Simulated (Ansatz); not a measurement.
CH5GeO2, SMILES C[O][GeH][OH]: an atomisation energy, run with the Ansatz DFT code, driven from Python.

`run_tae.py`:
```python
"""Energy to split CH5GeO2 into its atoms."""

from collections import Counter

import ansatz as az


def single_point(molecule, charge=0, unpaired=0):
    calc = (
        molecule.calculation()
        .basis(gaussian="cc-pVDZ")
        .correlation("mp2")
        .accuracy("high")
    )
    if charge:
        calc = calc.charge(charge)
    if unpaired:
        calc = calc.spin("collinear", total=unpaired)
    report = calc.run(threads=1, pin="off").report
    if report["published_state_doubts"]:
        print("  doubts:", report["published_state_doubts"])
    return report["free_energy_ev"]

GEOMETRY = """
C     0.49750    0.87210   -0.97680
O    -0.17020   -0.34480   -0.91390
Ge    0.22440   -1.05510    0.67010
O    -0.67480   -0.29920    1.95740
H     0.20410    1.36500   -1.98730
H     0.06630    1.61550   -0.19870
H     1.58370    0.82950   -0.92670
H     0.03470   -2.56700    0.64310
H    -1.67730   -0.46220    1.71570
"""


def main() -> None:
    ch5geo2 = az.Crystal.molecule()
    for line in GEOMETRY.strip().splitlines():
        symbol, *xyz = line.split()
        ch5geo2 = ch5geo2.atom(symbol, [float(v) for v in xyz])

    # Hund ground states
    unpaired = {"C": 2, "O": 2, "Ge": 2, "H": 1}
    counts = Counter(site.symbol for site in ch5geo2.cartesian_sites)
    atom_energy = {s: single_point(az.Crystal.molecule().atom(s, (0, 0, 0)), 0, unpaired[s]) for s in counts}
    whole = single_point(ch5geo2, 0, 1)
    for s, e in atom_energy.items():
        print(f"{s:2s} x{counts[s]}  {e:14.5f} eV")
    print(f"CH5GeO2: {whole:.5f} eV")
    split = sum(counts[s] * e for s, e in atom_energy.items()) - whole
    print(f"atomisation energy (no zero-point term): {23.060548 * split:.1f} kcal/mol, {split / sum(counts.values()):.3f} eV an atom")


if __name__ == "__main__":
    main()
```

What does it cost to take this molecule apart into atoms?

670.5 kcal/mol from the electronic energies, without the zero-point term.

What the script printed:

Output of `python run_tae.py`:
```text
C  x1     -1026.91172 eV
O  x2     -2037.97314 eV
Ge x1    -56473.06296 eV
H  x5       -13.58606 eV
CH5GeO2: -61672.92859 eV
atomisation energy (no zero-point term): 670.5 kcal/mol, 3.231 eV an atom
```

Reading the output:
- These settings explore the input space; basis and method may be short of convergence.
- The geometry is a force-field or estimated start, not a minimum of this method, and the basis set is short of its limit. All parts are taken at fixed geometry, without zero-point energy.
- The species is open-shell (spin multiplicity 2).
- In double-zeta sets correlated atomisation energies come out some 10 to 15 % low.
- It ran for 6.1 s on 1 thread of Arm Neoverse V2 (shared host), peak memory 0.48 GiB.

(Lines on the test bed's own set-up are left out of the output.)
